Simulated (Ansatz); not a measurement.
**C₂H₅AlS: geometry optimisation**

Aim: relax C₂H₅AlS at this level.

Computed with Ansatz 0.2.0. Level: RKS PBE0-D4/def2-SVPD.

**1. Where the work starts**

9 atoms, charge 0, spin multiplicity 1.

Atoms are counted from 1 here; the program's logs count them from 0.

Bond lengths: C1–Al2 1.949 Å, C1–H5 1.107 Å, C1–H6 1.107 Å, C1–H7 1.109 Å, Al2–C3 1.934 Å, Al2–S4 2.155 Å, C3–S4 1.948 Å, C3–H8 1.104 Å, C3–H9 1.104 Å. Angles: Al2–C1–H5 111.3°, Al2–C1–H6 111.8°, Al2–C1–H7 110.0°, H5–C1–H6 108.6°, H5–C1–H7 107.5°, H6–C1–H7 107.5°, C1–Al2–C3 156.0°, C1–Al2–S4 147.3°, C3–Al2–S4 56.6°, Al2–C3–S4 67.4°, Al2–C3–H8 123.0°, Al2–C3–H9 122.9°, S4–C3–H8 110.7°, S4–C3–H9 110.7°, H8–C3–H9 111.0°, Al2–S4–C3 56.0°.

Coordinates:

```xyz
9

C    -0.3704    1.5450   -0.9587
Al    0.0448   -0.1853   -0.1626
C     0.3411   -1.4436    1.2761
S     0.6092   -2.2405   -0.4814
H    -0.8367    1.4264   -1.9561
H    -1.0511    2.1392   -0.3185
H     0.5596    2.1341   -1.0941
H     1.2741   -1.4743    1.8658
H    -0.4822   -1.9473    1.8125
```

**2. Relaxation**

input.yaml reads:

```yaml
crystal:
  periodic: [false, false, false]
  atoms:
    - { symbol: C, position_ang: [-0.370421, 1.544965, -0.958671] }
    - { symbol: Al, position_ang: [0.044751, -0.185302, -0.162638] }
    - { symbol: C, position_ang: [0.3411, -1.443646, 1.276094] }
    - { symbol: S, position_ang: [0.609249, -2.240546, -0.481387] }
    - { symbol: H, position_ang: [-0.836686, 1.426443, -1.956088] }
    - { symbol: H, position_ang: [-1.051123, 2.139224, -0.318467] }
    - { symbol: H, position_ang: [0.559639, 2.134134, -1.094099] }
    - { symbol: H, position_ang: [1.274132, -1.474307, 1.865789] }
    - { symbol: H, position_ang: [-0.48224, -1.947265, 1.812467] }
basis:
  gaussian: { orbitals: def2-SVPD }
hamiltonian:
  xc: pbe0
  dispersion: d4
output:
  forces: true
relax:
  f_tol: 0.003
  max_steps: 120
```

Command:

```sh
$ ansatz run input.yaml --threads 1 --pin off --max-ram 2560MiB --backend cpu --events-out ev --progress --plain --runs-dir out
```

Before running it: what results should come out? Wanted: energy gained; root mean square move; dipole moment.

As calculated:

| quantity | value |
| --- | --- |
| energy gained | 0.0138 eV |
| root mean square move | 0.254 Å |
| dipole moment | 3.47 D |

In words: Bond lengths: C1–Al2 1.937 Å, C1–H5 1.100 Å, C1–H6 1.101 Å, C1–H7 1.101 Å, Al2–C3 1.922 Å, Al2–S4 2.138 Å, C3–S4 1.922 Å, C3–H8 1.097 Å, C3–H9 1.097 Å. Angles: Al2–C1–H5 111.7°, Al2–C1–H6 110.8°, Al2–C1–H7 110.8°, H5–C1–H6 108.1°, H5–C1–H7 108.1°, H6–C1–H7 107.1°, C1–Al2–C3 155.3°, C1–Al2–S4 148.5°, C3–Al2–S4 56.2°, Al2–C3–S4 67.6°, Al2–C3–H8 122.9°, Al2–C3–H9 122.9°, S4–C3–H8 111.0°, S4–C3–H9 111.0°, H8–C3–H9 110.9°, Al2–S4–C3 56.2°. No frequencies were computed here.
